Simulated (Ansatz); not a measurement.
# LaH: the cost of one run

Method: DFT PBE, scalar-relativistic, plane waves, PAW, unless a step names another level, in Ansatz 0.2.0.

**1. Starting point**

Symmetry: Fm-3m, No. 225, cubic system. The conventional cell has a = 5.265 Å, b = 5.265 Å, c = 5.265 Å, α = 90.00°, β = 90.00°, γ = 90.00°. La (site symmetry m-3m) is surrounded by 6 H at 2.63 Å. H (site symmetry m-3m) has 6 La at 2.63 Å as nearest neighbours.

Structure file:

```
CELL_PARAMETERS angstrom
0.00000 2.63235 2.63235
2.63235 0.00000 2.63235
2.63235 2.63235 0.00000
ATOMIC_POSITIONS crystal
La 0.00000 0.00000 0.00000
H 0.50000 0.50000 0.50000
```

It came out lowest among 18 distinct ends of the trial cells. At a tolerance of 0.05 Å it has space group Fm-3m (No. 225).

**2. Tight relaxation for the response runs, on the response runs' mesh and smearing**

Input file input.yaml:

```yaml
crystal:
  lattice:
    - [0.0, 2.6323522769, 2.6323522769]
    - [2.6323522769, 0.0, 2.6323522769]
    - [2.6323522769, 2.6323522769, 0.0]
  atoms:
    - { symbol: La, position: [0.0, 0.0, 0.0] }
    - { symbol: H, position: [0.5, 0.5, 0.5] }
basis:
  ecutwfc: 420
kpoints:
  mp_grid: { grid: [16, 16, 16] }
hamiltonian:
  xc: pbe
scf:
  occupations: { method: gaussian, width: 0.1 }
output:
  forces: true
  stress: true
  eigenvalues: true
  write_density: true
  write_potential: true
  elf: true
  volumetric_format: npy
relax:
  adjacent_minimum: "off"
  f_tol: 0.001
  max_steps: 60
  cell: { stress_tol: 0.01 }
```

Command:

```sh
> ansatz run input.yaml --threads 3 --pin off --max-ram 7680MiB --backend cpu --events-out ev --progress --plain --runs-dir out
```

What time and memory should one allow on 3 threads of Arm Neoverse V1, shared host?

About 6.3 s, with a peak of 0.38 GiB.
